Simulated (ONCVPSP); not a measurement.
**Pseudopotential generation for copper: ONCV, PBE**

Task: generate the file, and judge it by its errors in other configurations, its logarithmic derivatives, its ghosts and its cutoff.

Program: ONCVPSP 4.0.1.1 (patched build). Reference atom: PBE, scalar-relativistic, spherical and spin-unpolarised. All values are calculated.

**1. Starting point**

The settings as typed:

```
element                 : copper (Cu, Z = 29)
type                    : optimised norm-conserving Vanderbilt (ONCV)
frozen core             : [Ne]
valence charge          : 19
reference configuration : 3s2 3p6 3d10 4s0.5 (charge +0.5)
partial waves           : 3s+4s: rc 1.30 bohr, ncon 4, nbas 7, qcut 9.3 1/bohr, 2 projectors; 3p: rc 1.15 bohr, ncon 4, nbas 7, qcut 13.6 1/bohr, 3 projectors, debl 2.7 Ha; 3d: rc 0.90 bohr, ncon 4, nbas 8, qcut 16.2 1/bohr, 3 projectors, debl 0.9 Ha
local potential         : polynomial inside 0.60 bohr (lpopt 5, dvloc0 2 Ha)
core correction         : Teter function, fcfact 2.5, rcfact 1.8
```

An earlier all-electron run gives the scale for the radii.

All-electron outer shells of the reference configuration (PBE, scalar-relativistic, ld1.x):

```tsv
shell	level (eV)	outermost node (bohr)	outermost maximum (bohr)
2p	-920.96	–	0.16
3s	-118.78	0.29	0.61
3p	-76.24	0.26	0.62
3d	-9.13	–	0.60
4s	-8.10	0.89	2.19
4p	-3.42	0.97	3.10
```

**2. The generation run**

Cu.dat reads:

```
# ATOM AND REFERENCE CONFIGURATION
# atsym  z   nc   nv     iexc    psfile
  Cu 29.00    3    4        4      upf
#
#   n    l    f
    1    0    2.00
    2    0    2.00
    2    1    6.00
    3    0    2.00
    3    1    6.00
    3    2   10.00
    4    0    0.50
#
# PSEUDOPOTENTIAL AND OPTIMIZATION
# lmax
    2
#
#   l,   rc,      ep,       ncon, nbas, qcut
    0    1.30    0.00    4    7    9.30
    1    1.15    0.00    4    7   13.60
    2    0.90    0.00    4    8   16.20
#
# LOCAL POTENTIAL
# lloc, lpopt,  rc(5),   dvloc0
    4    5    0.60    2.00
#
# VANDERBILT-KLEINMAN-BYLANDER PROJECTORs
# l, nproj, debl
    0    2    3.00
    1    3    2.70
    2    3    0.90
#
# MODEL CORE CHARGE
# icmod, fcfact, rcfact
    3    2.50    1.80
#
# LOG DERIVATIVE ANALYSIS
# epsh1, epsh2, depsh
   -6.00    5.00    0.04
#
# OUTPUT GRID
# rlmax, drl
    6.00    0.01
#
# TEST CONFIGURATIONS
# ncnf
    4
# nvcnf
#   n    l    f
    4
    3    0    2.00
    3    1    6.00
    3    2   10.00
    4    0    1.00
#
    4
    3    0    2.00
    3    1    6.00
    3    2   10.00
    4    0    0.00
#
    4
    3    0    2.00
    3    1    6.00
    3    2    9.00
    4    0    0.00
#
    4
    3    0    2.00
    3    1    5.00
    3    2   10.00
    4    0    1.00
#
```

Run with:

```console
oncvpsp.x < Cu.dat > Cu.out
```

**Question.** What will these runs give? Wanted: cutoffs for 1 and 0.1 mHa per electron, occupied waves; bound ghosts; GHOST(+) flags; largest test error; largest phase difference near zero energy, channels read; rms error of d²Exc/dn², without and with the model core; projector energies reset by the program.

As calculated:

| quantity | value |
| --- | --- |
| cutoffs for 1 and 0.1 mHa per electron, occupied waves | 108 Ha and 121 Ha |
| bound ghosts | none found |
| GHOST(+) flags | d at 592 eV, d at 4284 eV |
| largest test error (AE − PS) | -5.1 meV, for 3s2 3p6 3d9 4s0 (1 test unsolved) |
| largest phase difference near zero energy, channels read | 0.000 rad |
| rms error of d²Exc/dn², without and with the model core | 2.79 and 2.33 mHa |
| projector energies reset by the program | p: -2.802, 0.250, 2.950 Ha |

What this shows: The worst unpolarised test, 3s2 3p6 3d9 4s0, is off by 5.1 meV on 26.3 eV; by total energies transferability rates as good where solved. Of the tests 1 gave no usable energy difference, which is a warning in itself. It counts as very hard, with 108 Ha needed at the looser tolerance. At the looser tolerance the 3d wave is the slowest; 3p needs 50 Ha. The program's ghost test flags no bound state. Near zero energy the phases of the channels with partial waves agree within 0.001 rad. The program also flags highly localised states, GHOST(+) (d).
